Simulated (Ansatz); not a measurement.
# PtSe2: the cost of one run

Program: Ansatz 0.2.0. Level of theory: DFT, PBE, plane-wave PAW, default files, scalar-relativistic. These are calculated values, not measurements.

## (1) The structure to begin with

It takes space group P-3m1 (No. 164, trigonal). The conventional cell has a = 3.728 Å, b = 3.728 Å, c = 5.031 Å, α = 90.00°, β = 90.00°, γ = 120.00°. Pt (site symmetry -3m) has 6 Se at 2.51 Å as nearest neighbours. Se (site symmetry 3m) is surrounded by 3 Pt at 2.51 Å.

As a file:

```xyz
3
Lattice="3.7278 0.0000 0.0000 -1.8639 3.2284 0.0000 0.0000 0.0000 5.0313" Properties=species:S:1:pos:R:3 pbc="T T T"
Pt    0.0000    0.0000    0.0000
Se    0.0000    2.1522    1.2830
Se    1.8639    1.0761    3.7483
```

## (2) Single point at the given positions

Input file input.yaml:

```yaml
crystal:
  lattice:
    - [3.7278, 0.0, 0.0]
    - [-1.8639, 3.2283695002, 0.0]
    - [0.0, 0.0, 5.0313]
  atoms:
    - { symbol: Pt, position: [0.0, 0.0, 0.0] }
    - { symbol: Se, position: [0.3333333333, 0.6666666667, 0.255] }
    - { symbol: Se, position: [0.6666666667, 0.3333333333, 0.745] }
kpoints:
  mp_grid: { grid: [13, 13, 9] }
scf:
  occupations: { method: fermi_dirac, width: 0.02 }
hamiltonian:
  xc: pbe
  pseudopotentials: { kind: paw }
output:
  forces: true
  stress: true
  populations: true
  efg: { contact_densities: true }
```

Started as:

```bash
> ansatz run input.yaml --threads 1 --pin off --max-ram 3072MiB --backend cpu --events-out ev --progress --plain --runs-dir out
```

**Question.** How long does this run take on 1 thread of Intel Xeon Platinum 8488C (Sapphire Rapids), shared host, and how much memory does it need?

About 11 s, with a peak of 0.57 GiB.
